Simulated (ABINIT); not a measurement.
# TaGe (P6_3/mmc) in ABINIT: single point with LDA

Aim: the single point of TaGe with LDA.

All numbers are computed with ABINIT 10.8.3 (patched build); they aren't measurements. Logs are shortened: lines on timing, memory, paths and dates and some standing lists are left out, and cuts for length are marked. The log counts tension as positive stress, the text compression.

### Step 1. The crystal as given

Symmetry: P6_3/mmc, No. 194, hexagonal system. Conventional cell: a = 3.915 Å, b = 3.915 Å, c = 5.003 Å, α = 90.00°, β = 90.00°, γ = 120.00°. Ta (site symmetry -3m) is surrounded by 2 Ta at 2.50 Å and 6 Ge at 2.58 Å. Around Ge (site symmetry -6m2) lie 6 Ta at 2.58 Å.

The cell was built by a generator and needn't be a form met in nature.

### Step 2. Single point, LDA

Contents of run.abi:

```
pp_dirpath "./"
pseudos "Ta.hgh, Ge.hgh"

acell 3*1.0 Angstrom
rprim
     3.9154048900     0.0000000000     0.0000000000
    -1.9577024500     3.3908401000     0.0000000000
     0.0000000000     0.0000000000     5.0027168700
ntypat 2
znucl 73 32
natom 4
typat 1 1 2 2
xred
     0.0000000000     0.0000000000     0.0000000000
     0.0000000000     0.0000000000     0.5000000000
     0.3333333300     0.6666666700     0.2500000000
     0.6666666700     0.3333333300     0.7500000000

ecut 14.0

kptopt 1
ngkpt 6 6 4
nshiftk 1
shiftk 0.0 0.0 0.0

ixc 7

nband 13
occopt 3
tsmear 0.00183747

nstep 100
tolvrs 1.0e-10

iomode 3
prtwf 0
prtden 0
prteig 0
prtebands 0
```

Potentials or basis: HGH LDA.

Launch:

```bash
> abinit run.abi > log 2>&1
```

run.abo:

```text
.Version 10.8.3 of ABINIT
 Symmetries : space group P6_3/m m c (#194); Bravais hP (primitive hexag.)
================================================================================
 Values of the parameters that define the memory need of the present run
     intxc =       0    ionmov =       0      iscf =       7    lmnmax =       6
     lnmax =       6     mgfft =      32  mpssoang =       3    mqgrid =    3001
     natom =       4  nloc_mem =       1    nspden =       1   nspinor =       1
    nsppol =       1      nsym =      24    n1xccc =       0    ntypat =       2
    occopt =       3   xclevel =       1
       mpw =        1134          nfft =       23328          nkpt =          21
================================================================================
================================================================================

--------------------------------------------------------------------------------
------------- Echo of variables that govern the present computation ------------
--------------------------------------------------------------------------------
 -outvars: echo values of preprocessed input variables --------
            acell      1.8897261259E+00  1.8897261259E+00  1.8897261259E+00 Bohr
              amu      1.80947900E+02  7.26100000E+01
             ecut      1.40000000E+01 Hartree
              ixc           7
         kptrlatt        6    0    0      0    6    0      0    0    4
          kptrlen      3.78150591E+01
            natom           4
            nband          13
            ngfft          27      27      32
             nkpt          21
            nstep         100
             nsym          24
           ntypat           2
           occopt           3
           prtden           0
        prtebands           0
           prteig           0
            prtwf           0
            rprim      3.9154048900E+00  0.0000000000E+00  0.0000000000E+00
                      -1.9577024500E+00  3.3908401000E+00  0.0000000000E+00
                       0.0000000000E+00  0.0000000000E+00  5.0027168700E+00
          spgroup         194
           tolvrs      1.00000000E-10
           tsmear      1.83747000E-03 Hartree
            typat      1  1  2  2
           xangst      0.0000000000E+00  0.0000000000E+00 -6.9426643184E-17
                       0.0000000000E+00  0.0000000000E+00  2.5013584350E+00
                      -3.3333327238E-09  2.2605600667E+00  1.2506792175E+00
                       1.9577024433E+00  1.1302800333E+00  3.7520376525E+00
            xcart      0.0000000000E+00  0.0000000000E+00 -1.3119734146E-16
                       0.0000000000E+00  0.0000000000E+00  4.7268823849E+00
                      -6.2990859345E-09  4.2718394172E+00  2.3634411924E+00
                       3.6995214539E+00  2.1359197086E+00  7.0903235773E+00
             xred      0.0000000000E+00  0.0000000000E+00 -1.3877787808E-17
                       0.0000000000E+00  0.0000000000E+00  5.0000000000E-01
                       3.3333333333E-01  6.6666666667E-01  2.5000000000E-01
                       6.6666666667E-01  3.3333333333E-01  7.5000000000E-01
            znucl       73.00000   32.00000

================================================================================

 chkinp: Checking input parameters for consistency.

================================================================================
== DATASET  1 ==================================================================

--- !DatasetInfo
iteration_state: {dtset: 1, }
dimensions: {natom: 4, nkpt: 21, mband: 13, nsppol: 1, nspinor: 1, nspden: 1, mpw: 1134, }
cutoff_energies: {ecut:  14.0, pawecutdg:  -1.0, }
electrons: {nelect:   1.80000000E+01, charge:   0.00000000E+00, occopt:   3.00000000E+00, tsmear:   1.83747000E-03, }
meta: {optdriver: 0, ionmov: 0, optcell: 0, iscf: 7, paral_kgb: 0, }
...

 Exchange-correlation functional for the present dataset will be:
  LDA: Perdew-Wang 92 LSD fit to Ceperley-Alder data - ixc=7
  J.P.Perdew and Y.Wang, PRB 45, 13244 (1992)

 Real(R)+Recip(G) space primitive vectors, cartesian coordinates (Bohr,Bohr^-1):
 R(1)=  7.3990429  0.0000000  0.0000000  G(1)=  0.1351526  0.0780304  0.0000000
 R(2)= -3.6995215  6.4077591  0.0000000  G(2)=  0.0000000  0.1560608  0.0000000
 R(3)=  0.0000000  0.0000000  9.4537648  G(3)=  0.0000000  0.0000000  0.1057780
 Unit cell volume ucvol=  4.4821513E+02 bohr^3
 Angles (23,13,12)=  9.00000000E+01  9.00000000E+01  1.20000000E+02 degrees

 getcut: wavevector=  0.0000  0.0000  0.0000  ngfft=  27  27  32
         ecut(hartree)=     14.000   => boxcut(ratio)=   2.00963

--- Pseudopotential description ------------------------------------------------
- pspini: atom type   1  psp file is ./Ta.hgh
    3    1    2    0      2001   0.00000      pspcod,pspxc,lmax,lloc,mmax,r2well

 pspatm : COMMENT -
  the projectors are not normalized,
  so that the KB energies are not consistent with
  definition in PRB44, 8503 (1991).
  However, this does not influence the results obtained hereafter.
[... 52 lines left out ...]
etotal    :  -1.81403370E+01
entropy   :   0.00000000E+00
fermie    :   1.79517808E-01
cartesian_stress_tensor: # hartree/bohr^3
- [ -1.79303125E-04,   1.24767326E-11,   0.00000000E+00, ]
- [  1.24767326E-11,  -1.79303121E-04,   0.00000000E+00, ]
- [  0.00000000E+00,   0.00000000E+00,  -1.89853462E-03, ]
pressure_GPa:   2.2136E+01
xred      :
- [  0.0000E+00,   0.0000E+00,  -1.3878E-17, Ta]
- [  0.0000E+00,   0.0000E+00,   5.0000E-01, Ta]
- [  3.3333E-01,   6.6667E-01,   2.5000E-01, Ge]
- [  6.6667E-01,   3.3333E-01,   7.5000E-01, Ge]
cartesian_forces: # hartree/bohr
- [ -2.32907548E-27,  -1.34469236E-27,  -0.00000000E+00, ]
- [ -2.32907548E-27,  -1.34469236E-27,  -0.00000000E+00, ]
- [  2.32907548E-27,   1.74810006E-26,  -0.00000000E+00, ]
- [  2.32907548E-27,  -1.47916159E-26,  -0.00000000E+00, ]
force_length_stats: {min:   2.68938471E-27, max:   1.76354749E-26, mean:   9.49702617E-27, }
...

 Integrated electronic density in atomic spheres:
 ------------------------------------------------
 Atom  Sphere_radius  Integrated_density
    1        2.00000          1.84674607
    2        2.00000          1.84674607
    3        2.00000          1.84331924
    4        2.00000          1.84331924
================================================================================

 ----iterations are completed or convergence reached----

 Mean square residual over all n,k,spin=   40.521E-07; max=  39.723E-05
 reduced coordinates (array xred) for    4 atoms
       0.000000000000      0.000000000000     -0.000000000000
       0.000000000000      0.000000000000      0.500000000000
       0.333333333333      0.666666666667      0.250000000000
       0.666666666667      0.333333333333      0.750000000000
 rms dE/dt=  4.4495E-26; max dE/dt=  1.0340E-25; dE/dt below (all hartree)
    1       0.000000000000      0.000000000000      0.000000000000
    2       0.000000000000      0.000000000000      0.000000000000
    3      -0.000000000000     -0.000000000000      0.000000000000
    4      -0.000000000000      0.000000000000      0.000000000000

 cartesian coordinates (angstrom) at end:
    1      0.00000000000000     0.00000000000000    -0.00000000000000
    2      0.00000000000000     0.00000000000000     2.50135843500000
    3     -0.00000000333333     2.26056006666667     1.25067921750000
    4      1.95770244333333     1.13028003333333     3.75203765250000

 cartesian forces (hartree/bohr) at end:
    1     -0.00000000000000    -0.00000000000000    -0.00000000000000
    2     -0.00000000000000    -0.00000000000000    -0.00000000000000
    3      0.00000000000000     0.00000000000000    -0.00000000000000
    4      0.00000000000000    -0.00000000000000    -0.00000000000000
 frms,max,avg= 6.7681364E-27 1.7481001E-26   0.000E+00  0.000E+00  0.000E+00 h/b

 cartesian forces (eV/Angstrom) at end:
    1     -0.00000000000000    -0.00000000000000    -0.00000000000000
    2     -0.00000000000000    -0.00000000000000    -0.00000000000000
    3      0.00000000000000     0.00000000000000    -0.00000000000000
    4      0.00000000000000    -0.00000000000000    -0.00000000000000
 frms,max,avg= 3.4803157E-25 8.9890919E-25   0.000E+00  0.000E+00  0.000E+00 e/A
 length scales=  1.889726125908  1.889726125908  1.889726125908 bohr
              =  1.000000000000  1.000000000000  1.000000000000 angstroms
 Fermi (or HOMO) energy (hartree) =   0.17952   Average Vxc (hartree)=  -0.38142
 Eigenvalues (hartree) for nkpt=  21  k points:
 kpt#   1, nband= 13, wtk=  0.00694, kpt=  0.0000  0.0000  0.0000 (reduced coord)
  -0.26065   -0.07208   -0.02076    0.01968    0.01968    0.04701    0.11086    0.11086
   0.19295    0.19295    0.26468    0.26468    0.32632
      occupation numbers for kpt#   1
   2.00000    2.00000    2.00000    2.00000    2.00000    2.00000    2.00000    2.00000
   0.00134    0.00134    0.00000    0.00000    0.00000
 prteigrs : prtvol=0 or 1, do not print more k-points.

--- !EnergyTerms
iteration_state     : {dtset: 1, }
comment             : Components of total free energy in Hartree
kinetic             :  1.24086751518346E+01
hartree             :  5.56669830673931E-01
xc                  : -5.61382582479213E+00
Ewald energy        : -2.36065211106303E+01
psp_core            :  3.87285840682022E+00
local_psp           : -2.09305262734701E+00
non_local_psp       : -3.66450856621491E+00
internal            : -1.81397047396556E+01
'-kT*entropy'       : -6.32303788777697E-04
total_energy        : -1.81403370434444E+01
total_energy_eV     : -4.93623717921443E+02
band_energy         :  4.39970622406591E-01
...

 Cartesian components of stress tensor (hartree/bohr^3)
  sigma(1 1)= -1.79303125E-04  sigma(3 2)=  0.00000000E+00
  sigma(2 2)= -1.79303121E-04  sigma(3 1)=  0.00000000E+00
  sigma(3 3)= -1.89853462E-03  sigma(2 1)=  1.24767326E-11

-Cartesian components of stress tensor (GPa)         [Pressure=  2.2136E+01 GPa]
- sigma(1 1)= -5.27528006E+00  sigma(3 2)=  0.00000000E+00
- sigma(2 2)= -5.27527993E+00  sigma(3 1)=  0.00000000E+00
- sigma(3 3)= -5.58568169E+01  sigma(2 1)=  3.67078147E-07

== END DATASET(S) ==============================================================
================================================================================

 -outvars: echo values of variables after computation  --------
            acell      1.8897261259E+00  1.8897261259E+00  1.8897261259E+00 Bohr
           etotal     -1.8140337043E+01
            fcart     -2.3290754802E-27 -1.3446923592E-27 -0.0000000000E+00
                      -2.3290754802E-27 -1.3446923592E-27 -0.0000000000E+00
                       2.3290754802E-27  1.7481000629E-26 -0.0000000000E+00
                       2.3290754802E-27 -1.4791615910E-26 -0.0000000000E+00
            rprim      3.9154048900E+00  0.0000000000E+00  0.0000000000E+00
                      -1.9577024500E+00  3.3908401000E+00  0.0000000000E+00
                       0.0000000000E+00  0.0000000000E+00  5.0027168700E+00
           strten     -1.7930312471E-04 -1.7930312051E-04 -1.8985346183E-03
                       0.0000000000E+00  0.0000000000E+00  1.2476732616E-11
           xangst      0.0000000000E+00  0.0000000000E+00 -6.9426643184E-17
                       0.0000000000E+00  0.0000000000E+00  2.5013584350E+00
                      -3.3333327238E-09  2.2605600667E+00  1.2506792175E+00
                       1.9577024433E+00  1.1302800333E+00  3.7520376525E+00
             xred      0.0000000000E+00  0.0000000000E+00 -1.3877787808E-17
                       0.0000000000E+00  0.0000000000E+00  5.0000000000E-01
                       3.3333333333E-01  6.6666666667E-01  2.5000000000E-01
                       6.6666666667E-01  3.3333333333E-01  7.5000000000E-01
 Calculation completed.
```

It took 7.8 s on 1 thread of Arm Neoverse V2, shared host; peak memory 0.06 GiB.

What came out:

```
Free energy                                           : -493.6237 eV
Pressure                                              : 22.1 GPa
Band gap on the k mesh                                : none (metal or under the smearing width)
Valence electrons inside the program's atomic spheres : Ta 1.85; Ge 1.84
```

Caveat: so large a pressure means that the cell lies far from this level's equilibrium, or that cutoff or potentials fall short; HGH potentials are hard and often keep d shells in the core, so these values are rough. Spin-orbit coupling is left out, which matters for the levels of Ta.
